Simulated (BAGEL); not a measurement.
# CH5BrSi (SMILES C[SiH2]Br): HF/cc-pVDZ (density fitting with qzvpp-jkfit)

Aim: the vertical singlet–triplet gap of CH5BrSi at HF/cc-pVDZ (density fitting with qzvpp-jkfit), from 2 runs. 

Program for the calculation: BAGEL 1.2.2.

6 further runs of the same task are left out: 3 that didn't finish, 3 set aside as unsound or not needed.

**1. The system as given**

CH5BrSi: 8 atoms, total charge 0, spin state singlet. As SMILES, `C[SiH2]Br`. Geometry: relaxed at PBE0-D4/def2-TZVP.

Bond lengths: C1–Si2 1.858 Å, Si2–Br3 2.229 Å, C1–H4 1.094 Å, C1–H5 1.092 Å, C1–H6 1.092 Å, Si2–H7 1.483 Å, Si2–H8 1.483 Å. Some angles: C1–Si2–Br3 109.7°, C1–Si2–H7 111.7°, C1–Si2–H8 111.7°, Br3–Si2–H7 107.0°, Br3–Si2–H8 107.0°, Si2–C1–H4 109.9°, Si2–C1–H5 110.7°, Si2–C1–H6 110.7°, H7–Si2–H8 109.6°, H4–C1–H5 108.5°.

**2. A single-point energy at HF/cc-pVDZ (density fitting with qzvpp-jkfit)**

input.json

```json
{ "bagel" : [

{
  "title" : "molecule",
  "basis" : "cc-pvdz.json",
  "df_basis" : "qzvpp-jkfit",
  "angstrom" : "true",
  "geometry" : [
    { "atom" : "C", "xyz" : [   -0.636100,    0.768700,   -0.155100 ] },
    { "atom" : "Si", "xyz" : [    0.491300,   -0.703900,   -0.042700 ] },
    { "atom" : "Br", "xyz" : [    1.611200,   -0.645500,    1.883500 ] },
    { "atom" : "H", "xyz" : [   -1.187100,    0.744000,   -1.099600 ] },
    { "atom" : "H", "xyz" : [   -0.063700,    1.697300,   -0.112300 ] },
    { "atom" : "H", "xyz" : [   -1.355900,    0.767500,    0.665700 ] },
    { "atom" : "H", "xyz" : [    1.499400,   -0.707000,   -1.130400 ] },
    { "atom" : "H", "xyz" : [   -0.266900,   -1.978200,   -0.065000 ] }
  ]
},
{
  "title" : "hf"
},
{
  "title" : "print",
  "file" : "orbitals.molden",
  "orbitals" : "true"
}

]}
```

The basis set cc-pVDZ is read from a file made from the Basis Set Exchange's data (not shown).

On the command line:

```bash
$ BAGEL_NUM_THREADS=1 BAGEL input.json > input.out
```

The program printed:

```text
* using 1 threads per process

  ===============================================================
  ===============================================================

  *** Geometry ***

  { "atom" : "C", "xyz" : [     -1.202055,      1.452632,     -0.293097 ] },
  { "atom" : "Si", "xyz" : [      0.928422,     -1.330178,     -0.080691 ] },
  { "atom" : "Br", "xyz" : [      3.044727,     -1.219818,      3.559299 ] },
  { "atom" : "H", "xyz" : [     -2.243294,      1.405956,     -2.077943 ] },
  { "atom" : "H", "xyz" : [     -0.120376,      3.207432,     -0.212216 ] },
  { "atom" : "H", "xyz" : [     -2.562280,      1.450365,      1.257991 ] },
  { "atom" : "H", "xyz" : [      2.833455,     -1.336036,     -2.136146 ] },
  { "atom" : "H", "xyz" : [     -0.504368,     -3.738256,     -0.122832 ] },

  Number of auxiliary basis functions:      559

  Since a DF basis is specified, we compute 2- and 3-index integrals:
    o Being stored without compression. Storage requirement is 0.032 GB

  Number of basis functions:       84
  Number of electrons      :       60

    * METHOD: MOLECULE                             0.40

  *** RHF ***

  === Nuclear Repulsion ===
   232.7167561413

      * DIIS with orbital gradients will be used.

  === RHF iteration (cc-pvdz.json) ===
      0      -2902.05754219          0.01146391           0.10
      1      -2902.13948927          0.00485407           0.10
      2      -2902.15264380          0.00117841           0.10
      3      -2902.15367372          0.00010927           0.10
      4      -2902.15368647          0.00003396           0.10
      5      -2902.15368778          0.00000902           0.10
      6      -2902.15368786          0.00000251           0.10
      7      -2902.15368786          0.00000062           0.10
      8      -2902.15368786          0.00000025           0.10
      9      -2902.15368786          0.00000006           0.10
     10      -2902.15368786          0.00000001           0.10
     11      -2902.15368786          0.00000000           0.10
    * SCF iteration converged.

    * Permanent dipole moment:
           (    0.561679,    -0.249092,     0.633748) a.u.

    * METHOD: HF                                   1.45

    * METHOD: PRINT                                0.01

  ===============================================================
```

Wall time 2 s (1 thread of Intel Xeon 6975P-C (Granite Rapids), shared host); peak memory 0.15 GiB.

**3. The triplet at the same level**

calc.json

```json
{ "bagel": [

{
  "title": "molecule",
  "basis": "cc-pvdz.json",
  "df_basis": "qzvpp-jkfit",
  "angstrom": true,
  "geometry": [
    { "atom": "C", "xyz": [   -0.636100,    0.768700,   -0.155100 ] },
    { "atom": "Si", "xyz": [    0.491300,   -0.703900,   -0.042700 ] },
    { "atom": "Br", "xyz": [    1.611200,   -0.645500,    1.883500 ] },
    { "atom": "H", "xyz": [   -1.187100,    0.744000,   -1.099600 ] },
    { "atom": "H", "xyz": [   -0.063700,    1.697300,   -0.112300 ] },
    { "atom": "H", "xyz": [   -1.355900,    0.767500,    0.665700 ] },
    { "atom": "H", "xyz": [    1.499400,   -0.707000,   -1.130400 ] },
    { "atom": "H", "xyz": [   -0.266900,   -1.978200,   -0.065000 ] }
  ]
},
{
  "title": "uhf",
  "nopen": 2
},
{
  "title": "print",
  "file": "orbitals.molden",
  "orbitals": true
}

]}
```

The basis set cc-pVDZ is read from a file made from the Basis Set Exchange's data (not shown).

On the command line:

```bash
$ BAGEL_NUM_THREADS=1 BAGEL calc.json > calc.out
```

The program printed:

```text
* using 1 threads per process

  ===============================================================
  ===============================================================

  *** Geometry ***

  { "atom" : "C", "xyz" : [     -1.202055,      1.452632,     -0.293097 ] },
  { "atom" : "Si", "xyz" : [      0.928422,     -1.330178,     -0.080691 ] },
  { "atom" : "Br", "xyz" : [      3.044727,     -1.219818,      3.559299 ] },
  { "atom" : "H", "xyz" : [     -2.243294,      1.405956,     -2.077943 ] },
  { "atom" : "H", "xyz" : [     -0.120376,      3.207432,     -0.212216 ] },
  { "atom" : "H", "xyz" : [     -2.562280,      1.450365,      1.257991 ] },
  { "atom" : "H", "xyz" : [      2.833455,     -1.336036,     -2.136146 ] },
  { "atom" : "H", "xyz" : [     -0.504368,     -3.738256,     -0.122832 ] },

  Number of auxiliary basis functions:      559

  Since a DF basis is specified, we compute 2- and 3-index integrals:
    o Being stored without compression. Storage requirement is 0.032 GB

  Number of basis functions:       84
  Number of electrons      :       60

    * METHOD: MOLECULE                             0.33

  *** Open-shell HF ***

  === Nuclear Repulsion ===
   232.7167561413

      * DIIS with orbital gradients will be used.

  === UHF iteration (cc-pvdz.json) ===
      0      -2901.74770275          0.02537674           0.21
      1      -2901.85313970          0.01196329           0.20
      2      -2901.87707603          0.00575942           0.20
      3      -2901.88481103          0.00190844           0.19
      4      -2901.88980958          0.00098342           0.19
      5      -2901.89154459          0.00030558           0.19
      6      -2901.89175810          0.00009933           0.18
      7      -2901.89179023          0.00005471           0.18
      8      -2901.89181211          0.00002844           0.19
      9      -2901.89181641          0.00001774           0.18
     10      -2901.89181748          0.00001098           0.19
     11      -2901.89181803          0.00000673           0.19
     12      -2901.89181826          0.00000262           0.19
     13      -2901.89181830          0.00000082           0.20
     14      -2901.89181830          0.00000036           0.20
     15      -2901.89181830          0.00000019           0.21
     16      -2901.89181830          0.00000012           0.18
     17      -2901.89181830          0.00000006           0.18
     18      -2901.89181830          0.00000003           0.18
     19      -2901.89181830          0.00000002           0.19
     20      -2901.89181830          0.00000002           0.19
     21      -2901.89181830          0.00000001           0.18
    * SCF iteration converged.

    * S^2 (UHF) is 2.0124

    * Permanent dipole moment:
           (   -0.349966,    -0.280348,    -0.914562) a.u.

    * METHOD: UHF                                  4.49

    * METHOD: PRINT                                0.01

  ===============================================================
```

Wall time 5.1 s (1 thread of Intel Xeon 6975P-C (Granite Rapids), shared host); peak memory 0.15 GiB.

**4. What came out**

At HF/cc-pVDZ (density fitting with qzvpp-jkfit):

| quantity | value |
| --- | --- |
| singlet: total energy | -2902.15369 Eh |
| singlet: dipole moment | 2.24 D |
| singlet: HOMO energy | -11.10 eV |
| singlet: LUMO energy | 3.85 eV |
| singlet: HOMO–LUMO gap | 14.95 eV |
| triplet: total energy | -2901.89182 Eh |
| triplet: dipole moment | 2.59 D |
| triplet: ⟨S²⟩ | 2.012 |
| vertical energy of the triplet above the singlet | 7.126 eV |

At this shape the triplet lies 7.13 eV (688 kJ/mol) above the singlet.
